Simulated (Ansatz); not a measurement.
# TiC+ (doublet): the correlation ladder, def2-TZVPP

One table from this session's results is given with a row withheld; the runs are named, their logs left out.

Method: def2-TZVPP, core rule «outside noble gas», up to 10 orbitals frozen; program: Ansatz 0.2.0, Gaussian basis.

To be run: UHF; ROHF; CCSD(T) on UHF.

**What is computed**

The geometry is a PBE0/def2-TZVP stationary point (not a proven minimum) of the parent state, kept for this charge and spin.

2 atoms, charge 1, spin multiplicity 2.

Atoms are counted from 1 here; the program's logs count them from 0.

Bond lengths: Ti1–C2 1.772 Å.

Set-up of the first run:

Contents of in.yaml:

```yaml
crystal:
  periodic: [false, false, false]
  atoms:
    - {symbol: Ti, position_ang: [0.000000, 0.000000, 0.000000]}
    - {symbol: C, position_ang: [0.000000, 0.000000, 1.771600]}
basis:
  gaussian: {orbitals: def2-TZVPP}
total_charge: 1
magnetization: {spin_polarized: true, initial_magnetization: 1}
hamiltonian: {xc: hf}
output: {orbitals: {seedname: orbitals}}
```

On the command line:

```console
ansatz run in.yaml --threads 1 --pin off --events-out ev --progress --plain --max-ram 4096MiB --backend cpu
```

Steps of the session up to this table: UHF; ROHF; CCSD(T) on UHF.

One table of the session follows, with a row left open; its other results are not shown here.

| method | from UCCSD(T) (kJ/mol) |
| --- | --- |
| ROHF | ? |
| UMP2 | +199.1 |
| UCCSD | +46.4 |
| UCCSD(T) | 0 |

**Question.** Estimate the row for ROHF.

As computed: from UCCSD(T) (kJ/mol): +800.3. In the column «from UCCSD(T) (kJ/mol)» it is the highest.

Left out of the table: UHF (another determinant or state than the rows shown).

To keep in mind: The determinant is far from a pure spin state, so its energy mixes those of several spin states (harmless only where they are near-degenerate, as at dissociation). Warnings: spin contamination; coupled cluster took another determinant than the lowest.
